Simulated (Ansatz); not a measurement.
**CH6OSi2: small, medium and large basis sets**

How large a basis does CH6OSi2 need? Two functionals are run in growing sets.

Method: one geometry, several basis sets; program: Ansatz 0.2.0, Gaussian basis.

Plan: PBE0-D4/def2-SVP; ωB97M-V/def2-SVP; PBE0-D4/def2-QZVPP; ωB97M-V/def2-QZVPP; the functionals' def2-TZVPP values are taken from earlier runs.

### 1 The relaxed structure

An earlier PBE0-D4 in a triple-zeta def2 set relaxation fixed the geometry.

SMILES `[SiH3][SiH]1CO1`, 10 atoms, charge 0, spin multiplicity 1.

Atoms are counted from 1 here; the program's logs count them from 0.

Bond lengths: Si1–Si2 2.329 Å, Si1–H5 1.487 Å, Si1–H6 1.488 Å, Si1–H7 1.485 Å, Si2–C3 1.814 Å, Si2–O4 1.674 Å, Si2–H8 1.485 Å, C3–O4 1.461 Å, C3–H9 1.088 Å, C3–H10 1.089 Å. Angles: Si2–Si1–H5 110.7°, Si2–Si1–H6 109.4°, Si2–Si1–H7 108.8°, H5–Si1–H6 108.7°, H5–Si1–H7 109.6°, H6–Si1–H7 109.6°, Si1–Si2–C3 121.8°, Si1–Si2–O4 116.3°, Si1–Si2–H8 116.7°, C3–Si2–O4 49.3°, C3–Si2–H8 119.1°, O4–Si2–H8 115.3°, Si2–C3–O4 60.3°, Si2–C3–H9 122.0°, Si2–C3–H10 121.0°, O4–C3–H9 113.3°, O4–C3–H10 113.1°, H9–C3–H10 113.9° and more.

### 2 PBE0-D4 in def2-SVP

in.yaml reads:

```yaml
crystal:
  periodic: [false, false, false]
  atoms:
    - {symbol: Si, position_ang: [-1.268430, 0.897083, -0.907798]}
    - {symbol: Si, position_ang: [-0.101697, -0.746873, 0.259097]}
    - {symbol: C, position_ang: [1.531396, -0.427589, 0.981971]}
    - {symbol: O, position_ang: [1.431732, -1.110080, -0.306492]}
    - {symbol: H, position_ang: [-1.797996, 0.356826, -2.187776]}
    - {symbol: H, position_ang: [-2.410351, 1.372782, -0.081545]}
    - {symbol: H, position_ang: [-0.349031, 2.029721, -1.186415]}
    - {symbol: H, position_ang: [-0.890558, -1.908734, 0.741866]}
    - {symbol: H, position_ang: [2.009982, 0.547578, 0.917319]}
    - {symbol: H, position_ang: [1.928153, -1.061915, 1.772573]}
basis:
  gaussian: {orbitals: def2-SVP}
hamiltonian: {xc: pbe0, dispersion: d4}
output: {orbitals: {seedname: orbitals}}
```

Launch:

```
$ ansatz run in.yaml --threads 2 --pin off --events-out ev --progress --plain --max-ram 4352MiB
```

The program printed:

```text
Functional definition: PBE0
  name "PBE0"
  cite "Adamo & Barone, J. Chem. Phys. 110, 6158 (1999) doi:10.1063/1.478522"
  cite "Perdew, Burke & Ernzerhof, Phys. Rev. Lett. 77, 3865 (1996) doi:10.1103/PhysRevLett.77.3865"
  parent pbe
  parameter a = 0.25
  parameter kappa = 0.804
  parameter beta = 0.06672455060314922
  exchange = (1 - a)*pbe_x(kappa = kappa, mu = beta*pi^2/3) + a*exact_x
  correlation = pbe_c(beta = beta)
1041 factors; their error is unknown
mean field evaluation 1: about -18913.7113 eV, gradient 4.5e1 eV
mean field evaluation 2: about -18900.1061 eV, gradient 9.0e1 eV
mean field evaluation 4: about -18918.2399 eV, gradient 6.1e0 eV
mean field evaluation 8: about -18918.3178 eV, gradient 2.6e-2 eV
mean field evaluation 16: about -18918.4176 eV, gradient 3.6e-5 eV
mean field -18918.41764892 eV, -695.2390252339 hartree, gradient 3.6e-5 eV, S^2 0.000000; 0 other end points of the search recorded, 0 dependent functions left out
reference -18918.41767613 eV, -695.2390262336 hartree; 24, 24 occupied and 70, 70 virtual orbitals, 1041 factors
Total energy: -18918.58968127 eV, -695.2453473060 hartree
```

It took 1.4 s on 2 threads of Arm Neoverse V1, shared host.

### 3 ωB97M-V in def2-SVP

Changes to in.yaml since step 2:

```diff
@@ -15,3 +15,3 @@
   gaussian: {orbitals: def2-SVP}
-hamiltonian: {xc: pbe0, dispersion: d4}
+hamiltonian: {xc: {name: wB97M-V}}
 output: {orbitals: {seedname: orbitals}}
```

The command is unchanged.

The program printed (excerpt; [...] marks lines left out):

```text
Functional definition: wB97M-V
  name "wB97M-V"
  cite "Mardirossian & Head-Gordon, J. Chem. Phys. 144, 214110 (2016) doi:10.1063/1.4952647"
  cite "Becke, J. Chem. Phys. 107, 8554 (1997) doi:10.1063/1.475007"
  cite "Vydrov & Van Voorhis, J. Chem. Phys. 133, 244103 (2010) doi:10.1063/1.3521275"
  # Of w^i u^j: cxij and so on, Table III.
[...]
  gx(w, u) = 1 - cx + cx01*u + cx10*w
  gss(w, u) = css00 + css04*u^4 + css10*w + css20*w^2 + css43*w^4*u^3
  gos(w, u) = cos00 + cos10*w + (cos20 + cos21*u)*w^2 + (cos60 + cos61*u)*w^6
[...]
      + integral(e_c_pw_mod_opposite_spin*gos(b97_w_opposite, b97_u_opposite)) + vv10(b, c)
1041 factors; their error is unknown
316 factors; integrals over basis functions are off by at most 5.8e-6 eV
[...]
mean field -18925.85826828 eV, -695.5124629518 hartree, gradient 2.6e-5 eV, S^2 0.000000; 0 other end points of the search recorded, 0 dependent functions left out
reference -18925.85831134 eV, -695.5124645344 hartree; 24, 24 occupied and 70, 70 virtual orbitals, 1041 factors
Total energy: -18925.85831134 eV, -695.5124645344 hartree
```

It took 6 s on 2 threads of Arm Neoverse V1, shared host; peak memory 0.27 GiB.

### 4 PBE0-D4 in def2-QZVPP

Changes to in.yaml since step 3:

```diff
@@ -14,4 +14,4 @@
 basis:
-  gaussian: {orbitals: def2-SVP}
-hamiltonian: {xc: {name: wB97M-V}}
+  gaussian: {orbitals: "def2-QZVPP.json"}
+hamiltonian: {xc: pbe0, dispersion: d4}
 output: {orbitals: {seedname: orbitals}}
```

Launched as before.

The program printed:

```text
Functional definition: PBE0
  name "PBE0"
  cite "Adamo & Barone, J. Chem. Phys. 110, 6158 (1999) doi:10.1063/1.478522"
  cite "Perdew, Burke & Ernzerhof, Phys. Rev. Lett. 77, 3865 (1996) doi:10.1103/PhysRevLett.77.3865"
  parent pbe
  parameter a = 0.25
  parameter kappa = 0.804
  parameter beta = 0.06672455060314922
  exchange = (1 - a)*pbe_x(kappa = kappa, mu = beta*pi^2/3) + a*exact_x
  correlation = pbe_c(beta = beta)
1487 factors; their error is unknown
mean field evaluation 1: about -18922.0942 eV, gradient 5.5e1 eV
mean field evaluation 2: about -18901.0543 eV, gradient 1.1e2 eV
mean field evaluation 4: about -18928.4381 eV, gradient 8.9e0 eV
mean field evaluation 8: about -18928.5980 eV, gradient 2.8e-1 eV
mean field evaluation 16: about -18928.5980 eV, gradient 3.0e-5 eV
mean field -18928.59804541 eV, -695.6131479042 hartree, gradient 3.0e-5 eV, S^2 0.000000; 0 other end points of the search recorded, 0 dependent functions left out
reference -18928.59809082 eV, -695.6131495729 hartree; 24, 24 occupied and 410, 410 virtual orbitals, 1487 factors
Total energy: -18928.77009596 eV, -695.6194706453 hartree
```

It took 12 s on 2 threads of Arm Neoverse V1, shared host; peak memory 1.2 GiB.

### 5 ωB97M-V in def2-QZVPP

Changes to in.yaml since step 4:

```diff
@@ -15,3 +15,3 @@
   gaussian: {orbitals: "def2-QZVPP.json"}
-hamiltonian: {xc: pbe0, dispersion: d4}
+hamiltonian: {xc: {name: wB97M-V}}
 output: {orbitals: {seedname: orbitals}}
```

Same command.

The program printed (excerpt; [...] marks lines left out):

```text
Functional definition: wB97M-V
  name "wB97M-V"
  cite "Mardirossian & Head-Gordon, J. Chem. Phys. 144, 214110 (2016) doi:10.1063/1.4952647"
  cite "Becke, J. Chem. Phys. 107, 8554 (1997) doi:10.1063/1.475007"
  cite "Vydrov & Van Voorhis, J. Chem. Phys. 133, 244103 (2010) doi:10.1063/1.3521275"
  # Of w^i u^j: cxij and so on, Table III.
[...]
  gx(w, u) = 1 - cx + cx01*u + cx10*w
  gss(w, u) = css00 + css04*u^4 + css10*w + css20*w^2 + css43*w^4*u^3
  gos(w, u) = cos00 + cos10*w + (cos20 + cos21*u)*w^2 + (cos60 + cos61*u)*w^6
[...]
      + integral(e_c_pw_mod_opposite_spin*gos(b97_w_opposite, b97_u_opposite)) + vv10(b, c)
1447 factors; their error is unknown
366 factors; integrals over basis functions are off by at most 1.1e-5 eV
[...]
mean field -18936.16347963 eV, -695.8911724838 hartree, gradient 6.9e-5 eV, S^2 0.000000; 0 other end points of the search recorded, 0 dependent functions left out
reference -18936.16355128 eV, -695.8911751170 hartree; 24, 24 occupied and 410, 410 virtual orbitals, 1447 factors
Total energy: -18936.16355128 eV, -695.8911751170 hartree
```

It took 25 s on 2 threads of Arm Neoverse V1, shared host; peak memory 1.5 GiB.

### 6 Functionals by basis

The def2-TZVPP values come from earlier runs at the same geometry.

```csv
functional,basis,functions,energy (eV),from the largest (eV),HOMO (eV),LUMO (eV)
PBE0-D4,def2-SVP,94,-18918.5897,10.180,-7.50,-0.72
PBE0-D4,def2-TZVPP,230,-18928.0467,0.723,-7.52,-0.97
PBE0-D4,def2-QZVPP,434,-18928.7701,0.000,-7.54,-1.03
ωB97M-V,def2-SVP,94,-18925.8583,10.305,-9.67,1.20
ωB97M-V,def2-TZVPP,230,-18935.4813,0.682,-9.71,0.83
ωB97M-V,def2-QZVPP,434,-18936.1636,0.000,-9.73,0.68
```

### 7 Results

```
                                       quantity           value
PBE0-D4: double and triple zeta above quadruple  10.18, 0.72 eV
ωB97M-V: double and triple zeta above quadruple  10.31, 0.68 eV
```

PBE0-D4 gains 9.46 eV from double to triple zeta, then 0.72 eV more. These are total energies; as a rule much of such shifts cancels in differences, which this series doesn't test. The LUMO of ωB97M-V is positive and keeps falling with the basis (1.20 to 0.68 eV): an unbound level that the basis holds in place.

For PBE0-D4 the largest set took about 9 times as long as the smallest (12 s against 1.4 s).
